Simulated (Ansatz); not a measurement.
Run this with Ansatz's Python interface and show what comes out.

`vcrelax.py`
```python
from pathlib import Path

import ansatz as az
import matplotlib.pyplot as plt
import numpy as np
from pymatgen.core import Structure
from scipy.ndimage import map_coordinates

FILLING = "gaussian"
DISPERSION = "d3bj"
MAX_ITERATIONS = 100
KSPACING = 0.36
FORCE_TOL = 0.05

def edges_and_angles(cell):
    cell = np.asarray(cell)
    a, b, c = np.linalg.norm(cell, axis=1)
    cosines = cell[1] @ cell[2] / (b * c), cell[0] @ cell[2] / (a * c), cell[0] @ cell[1] / (a * b)
    return (a, b, c, *np.degrees(np.arccos(cosines)))

system = (
    az.Lattice.of((4.19134, 0.0, 0.0), (0.0, 4.19134, 0.0), (0.0, 0.0, 4.19134))
    .atom("Ba", (0.0, 0.0, 0.0))
    .atom("Zr", (0.5, 0.5, 0.5))
    .atom("O", (0.0, 0.5, 0.5))
    .atom("O", (0.5, 0.0, 0.5))
    .atom("O", (0.5, 0.5, 0.0))
)

setup = (
    system.calculation()
    .occupations(FILLING, width=300 * az.meV)
    .mixing("broyden", preconditioner="local_kerker")
    .functional(az.Functional.R2SCAN, dispersion=DISPERSION)
    .scf(max_iterations=MAX_ITERATIONS, lower_state_search="light")
    .eigensolver("davidson", mixed_precision=False)
    .kpoints(spacing=KSPACING)
    .relax(force_tolerance=FORCE_TOL, cell=True, stress_tolerance=0.1)
    .density()
    .potential()
    .electron_localization_function()
    .output_files(volumetric_format="npy")
)
steps = []


def follow(event):
    if event["event"] != "relax_step":
        return
    row = event["data"]
    steps.append(row)
    print(f"step {row['step']:3d}  E = {row['lagrangian_ev']:.5f} eV  largest force component = {row['allowed_force_max_ev_ang']:.4f} eV/A  P = {row['pressure_gpa']:.3f} GPa")


result = setup.session().plan(threads=1).execute(on_event=follow)
r = result.report

first, last = steps[0], steps[-1]
symbols = [site.symbol for site in result.lattice.sites]
print(f"energy gained {first['lagrangian_ev'] - last['lagrangian_ev']:.4f} eV in {len(steps) - 1} steps")
for label, vectors in (("before", first["cell_ang"]), ("after", result.lattice.cell_ang)):
    print(label, "a b c (A) {:.4f} {:.4f} {:.4f}  angles {:.2f} {:.2f} {:.2f}".format(*edges_and_angles(vectors)), f" V = {abs(np.linalg.det(vectors)):.3f} A^3")
print("final stress xx yy zz (GPa, compression positive):", np.round(np.diag(r["stress_gpa"]), 3) + 0.0)

fig, (top, bottom) = plt.subplots(2, 1, sharex=True, figsize=(4.5, 4))
top.plot([s["lagrangian_ev"] - last["lagrangian_ev"] for s in steps], "o-")
top.set_ylabel("E - E(final) (eV)")
bottom.semilogy([max(s["allowed_force_max_ev_ang"], 1e-6) for s in steps], "s-")
bottom.set(xlabel="step", ylabel="largest force (eV/A)")
fig.tight_layout()
fig.savefig("relax.png", dpi=100)

print("atom   start x y z (A)              end x y z (A)")
for symbol, a, b in zip(symbols, first["positions_ang"], last["positions_ang"]):
    print(f"{symbol:3s}", " ".join(f"{v:8.4f}" for v in a), "  ", " ".join(f"{v:8.4f}" for v in b))

print(f"free energy      {r['free_energy_ev']:.5f} eV")
print(f"per atom         {r['free_energy_ev'] / len(result.lattice.sites):.5f} eV")
print(f"SCF iterations   {r['n_iterations']}  (converged: {r['converged']})")

final = Structure(result.lattice.cell_ang, [s.symbol for s in result.lattice.sites], [s.position_frac for s in result.lattice.sites])
rho = result.density()
total = sum(channel.density_e_per_ang3 for channel in rho.channels[:2])
grid_cell = np.asarray(rho.fft_grid_basis) @ result.lattice.cell_ang
partner = min(final.get_neighbors(final[0], 5.0), key=lambda n: n.nn_distance)
line = np.linspace(final[0].coords, partner.coords, 9)
points = (line @ np.linalg.inv(grid_cell)) * rho.dims
values = map_coordinates(total, points.T, order=3, mode="grid-wrap")
print(f"from {final[0].specie} to {partner.specie}, {partner.nn_distance:.3f} A")
for t, value in zip(np.linspace(0, partner.nn_distance, 9), values):
    print(f"{t:7.3f} A  {value:9.4f} e/A^3")

folder = Path(result.write_results("fields"))
print("densities in e/A^3, potentials in eV, ELF without unit")
for name in sorted(p.name for p in folder.glob("*.npy")):
    field = np.load(folder / name)
    print(f"{name:16s} {str(field.shape):16s} min {field.min():10.4f}  mean {field.mean():10.4f}  max {field.max():10.4f}")
```

Running `python vcrelax.py` prints:
```text
DeckWarning: basis.ecutwfc = 500 eV, auto-derived from the records' recommended cutoffs: set by Ba (their level for a meta-GGA)
DeckWarning: the engine holds no damping parameters fitted to this dispersion correction and functional, so the run takes those fitted to r2scan beside the three-body term, which d3bj leaves out (hamiltonian.dispersion, under Limitations)
step   1  E = -11876.00826 eV  largest force component = 0.0000 eV/A  P = 0.311 GPa
step   2  E = -11876.00826 eV  largest force component = 0.0000 eV/A  P = -0.169 GPa
step   3  E = -11876.00833 eV  largest force component = 0.0000 eV/A  P = -0.001 GPa
step   4  E = -11876.00841 eV  largest force component = 0.0000 eV/A  P = -0.001 GPa
energy gained 0.0002 eV in 3 steps
before a b c (A) 4.1913 4.1913 4.1913  angles 90.00 90.00 90.00  V = 73.631 A^3
after a b c (A) 4.1939 4.1939 4.1939  angles 90.00 90.00 90.00  V = 73.768 A^3
final stress xx yy zz (GPa, compression positive): [-0.001 -0.001 -0.001]
atom   start x y z (A)              end x y z (A)
Ba    0.0000   0.0000   0.0000      0.0000  -0.0000  -0.0000
Zr    2.0957   2.0957   2.0957      2.0970   2.0970   2.0970
O     0.0000   2.0957   2.0957     -0.0000   2.0970   2.0970
O     2.0957   0.0000   2.0957      2.0970  -0.0000   2.0970
O     2.0957   2.0957   0.0000      2.0970   2.0970  -0.0000
free energy      -11876.00841 eV
per atom         -2375.20168 eV
SCF iterations   5  (converged: True)
from Ba to O, 2.966 A
  0.000 A     0.1823 e/A^3
  0.371 A     0.8049 e/A^3
  0.741 A     1.3609 e/A^3
  1.112 A     0.5221 e/A^3
  1.483 A     0.1462 e/A^3
  1.853 A     0.2173 e/A^3
  2.224 A     0.9752 e/A^3
  2.595 A     4.7957 e/A^3
  2.966 A     7.5816 e/A^3
densities in e/A^3, potentials in eV, ELF without unit
elf.npy          (32, 32, 32)     min     0.0000  mean     0.3509  max     0.8844
rho.npy          (32, 32, 32)     min     0.0272  mean     0.5422  max     7.5816
v_es.npy         (32, 32, 32)     min   -78.7449  mean     5.1213  max    15.0498
v_tot.npy        (32, 32, 32)     min  -100.8276  mean    -6.2609  max     9.1256
```
(Warnings from the package without file and line.)

Caveats:
- These settings explore the input space; cutoff and mesh may be short of convergence.
- No spin polarisation was allowed.
- Forces vanish by symmetry, so the ions can't move, and the end may be a saddle.
- The dispersion term runs with damping parameters of another functional.
- Energies along a relaxation are free energies. Rows at an unchanged volume are solved on a plane-wave basis chosen afresh for that cell, so the energy jumps there and such rows are no steps of the walk.
- In a crystal with a gap the Fermi level's place inside it depends on smearing and mesh.
- Grid values close to the nuclei reflect the PAW or pseudopotential construction, not the all-electron fields.
- The structure is a deposited one; some such entries were measured under pressure or heat, so a shift against it needn't be the functional's error alone.
- Processor time in the engine: 12 s on 1 thread of Intel(R) Xeon(R) Processor @ 2.30GHz, with other jobs on the host, peak memory 0.75 GiB.
